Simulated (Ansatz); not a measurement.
## CH₇NSSi₂, SMILES N=C([SiH3])S[SiH3]: vertical spin-state energies, step by step

Program: Ansatz 0.2.0 through its Python package.

Run as a notebook:

```python
import ansatz as az
from ase import Atoms

atoms = Atoms(["N", "C", "Si", "S", "Si", "H", "H", "H", "H", "H", "H", "H"], positions=[
    (-1.702, 0.8842, 1.0434),
    (-0.535, 0.5903, 0.767),
    (0.2818, -0.79, 1.7102),
    (0.3704, 1.5189, -0.4664),
    (0.437, 0.1193, -2.1161),
    (-1.9928, 1.7392, 0.4236),
    (1.8215, -0.7263, 1.5648),
    (-0.0573, -2.1085, 1.1954),
    (0.0371, -0.7343, 3.2283),
    (1.161, 0.7747, -3.1963),
    (-0.9423, -0.2596, -2.5001),
    (1.1976, -1.0632, -1.6197),
])
mol = az.Crystal.molecule_from_ase(atoms)
```

```python
model = mol.calculation()
model = model.basis(gaussian="cc-pVDZ")
model = model.correlation("MP2")
found = {}
for unpaired in [0, 2]:
    rep = model.spin("collinear", total=unpaired).run().report
    s = unpaired / 2
    found[unpaired] = rep["free_energy_ev"]
    print(f"2S+1 = {unpaired + 1}: E = {found[unpaired]:.5f} eV, <S^2> = {abs(rep['mean_field']['state']['spin_squared']):.3f} (pure state {s * (s + 1):.2f})")
lowest = min(found, key=found.get)
for unpaired, e in found.items():
    print(f"multiplicity {unpaired + 1}: {(e - found[lowest]):.3f} eV above the lowest")
```

    2S+1 = 1: E = -29181.41634 eV, <S^2> = 0.000 (pure state 0.00)
    2S+1 = 3: E = -29176.90605 eV, <S^2> = 2.024 (pure state 2.00)
    multiplicity 1: 0.000 eV above the lowest
    multiplicity 3: 4.510 eV above the lowest

In order: multiplicity 1 (+0.00 eV) and multiplicity 3 (+4.51 eV), all at the one geometry.

Notes:
- Total energies depend on the basis set; only differences at equal settings carry meaning.
- The geometry is a force-field or estimated start, not a minimum of this method, and the basis set is short of its limit. All parts are taken at fixed geometry, without zero-point energy.
- S² is that of the Hartree-Fock reference.
- The whole script took 52 s on 1 thread of Arm Neoverse V2, with other jobs on the host, peak memory 0.52 GiB.
